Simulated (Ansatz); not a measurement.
# AlFH5NOSi: how energies converge with the basis set

An exercise on one series of results from a longer session: the logs are not shown, and one member is left open.

Program: Ansatz 0.2.0, Gaussian basis. Level of theory: one geometry, several basis sets. These are calculated values, not measurements.

Levels to be run: PBE0-D4/def2-SVP; ωB97M-V/def2-SVP; PBE0-D4/def2-QZVPP; ωB97M-V/def2-QZVPP; the functionals' def2-TZVPP values are taken from earlier runs.

## Structure used throughout

The geometry comes from an earlier relaxation with PBE0-D4 in a triple-zeta def2 set; it is a stationary point, not always the lowest conformer.

SMILES `[NH2][Al]([F])[O][SiH3]`, 10 atoms, charge 0, spin multiplicity 1.

Atoms are counted from 1 here; the program's logs count them from 0.

Bond lengths: N1–Al2 1.749 Å, N1–H6 1.006 Å, N1–H7 1.006 Å, Al2–F3 1.645 Å, Al2–O4 1.672 Å, O4–Si5 1.624 Å, Si5–H8 1.487 Å, Si5–H9 1.487 Å, Si5–H10 1.487 Å. Angles: Al2–N1–H6 124.6°, Al2–N1–H7 124.4°, H6–N1–H7 111.0°, N1–Al2–F3 118.8°, N1–Al2–O4 121.5°, F3–Al2–O4 119.7°, Al2–O4–Si5 168.8°, O4–Si5–H8 109.7°, O4–Si5–H9 110.1°, O4–Si5–H10 110.6°, H8–Si5–H9 108.8°, H8–Si5–H10 108.7°, H9–Si5–H10 108.9°.

Coordinates:

```xyz
10

N    -1.5257    0.4657   -1.8641
Al   -0.2451   -0.4626   -1.1171
F     0.4030   -1.7279   -1.9447
O     0.3260   -0.0902    0.4093
Si    1.0772    0.0266    1.8442
H    -1.9823    1.2544   -1.4384
H    -1.9024    0.2822   -2.7786
H     0.8628    1.3837    2.4132
H     0.5311   -0.9821    2.7906
H     2.5385   -0.2009    1.6885
```

The first run:

Contents of in.yaml:

```yaml
crystal:
  periodic: [false, false, false]
  atoms:
    - {symbol: N, position_ang: [-1.525748, 0.465692, -1.864121]}
    - {symbol: Al, position_ang: [-0.245082, -0.462620, -1.117056]}
    - {symbol: F, position_ang: [0.403049, -1.727867, -1.944663]}
    - {symbol: O, position_ang: [0.326001, -0.090245, 0.409289]}
    - {symbol: Si, position_ang: [1.077201, 0.026623, 1.844201]}
    - {symbol: H, position_ang: [-1.982271, 1.254350, -1.438395]}
    - {symbol: H, position_ang: [-1.902410, 0.282188, -2.778611]}
    - {symbol: H, position_ang: [0.862768, 1.383701, 2.413231]}
    - {symbol: H, position_ang: [0.531050, -0.982072, 2.790642]}
    - {symbol: H, position_ang: [2.538543, -0.200950, 1.688483]}
basis:
  gaussian: {orbitals: def2-SVP}
hamiltonian: {xc: pbe0, dispersion: d4}
output: {orbitals: {seedname: orbitals}}
```

Launch:

```console
> ansatz run in.yaml --threads 4 --pin off --events-out ev --progress --plain --max-ram 10444MiB
```

Among the steps run: PBE0-D4 in def2-SVP; ωB97M-V in def2-SVP; PBE0-D4 in def2-QZVPP; ωB97M-V in def2-QZVPP.

One table of the session follows, with a row left open; its other results are not shown here.

It belongs to the step «Density functionals: the series». 

```
functional       basis  HOMO (eV)
   PBE0-D4    def2-SVP      -7.54
   PBE0-D4  def2-TZVPP      -7.79
   PBE0-D4  def2-QZVPP      -7.84
   ωB97M-V    def2-SVP      -9.93
   ωB97M-V  def2-TZVPP     -10.20
   ωB97M-V  def2-QZVPP          ?
```

Estimate the missing values for ωB97M-V, def2-QZVPP.

As computed: HOMO (eV): -10.25. In the column «HOMO (eV)» it is the lowest.
